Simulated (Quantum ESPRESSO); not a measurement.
Runs of Quantum ESPRESSO 7.5 on PtSe. The structure is hexagonal, space group P-6m2 (No. 187). Conventional cell: a = 3.702 Å, b = 3.702 Å, c = 3.613 Å, α = 90.00°, β = 90.00°, γ = 120.00°. Pt (site symmetry -6m2) has 6 Se at 2.80 Å as nearest neighbours. Se (site symmetry -6m2) is surrounded by 6 Pt at 2.80 Å. The cell comes from a database or a generator and needn't be the stable form of this composition.

| level | U | gap on the mesh (eV) | pressure (GPa) | moment (μB) |
| --- | --- | --- | --- | --- |
| PBE+U | Pt d U = 6 eV | none | -10.7 | 0.00 |
| PBE | - | none | -11.8 | 0.00 |
| PBE+U | Pt d U = 1 eV | none | (a) | 0.00 |
| PBE+U | Pt d U = 8 eV | none | (c) | 0.00 |
| PBE+U | Pt d U = 4 eV | none | -11.3 | 0.00 |
| PBE+U | Pt d U = 2 eV | none | (b) | 0.00 |
| PBE+U | Pt d U = 5 eV | none | -11.0 | 0.00 |
| PBE+U | Pt d U = 3 eV | none | -11.5 | 0.00 |

Alike in all rows: task single point; potentials or basis GBRV 1.5 PBE; spin collinear, ferromagnetic start; cell as given; k mesh 6 × 6 × 5; cutoff (eV) 612; smearing gaussian 0.05 eV.

Question: Estimate the missing entries.

Answer: (a) -11.9; (b) -11.7; (c) -9.9.

A k mesh can miss the band edges, and the runs leave out spin-orbit coupling on Pt, Se.

A gap of «none» marks a metal or a gap under the smearing width.
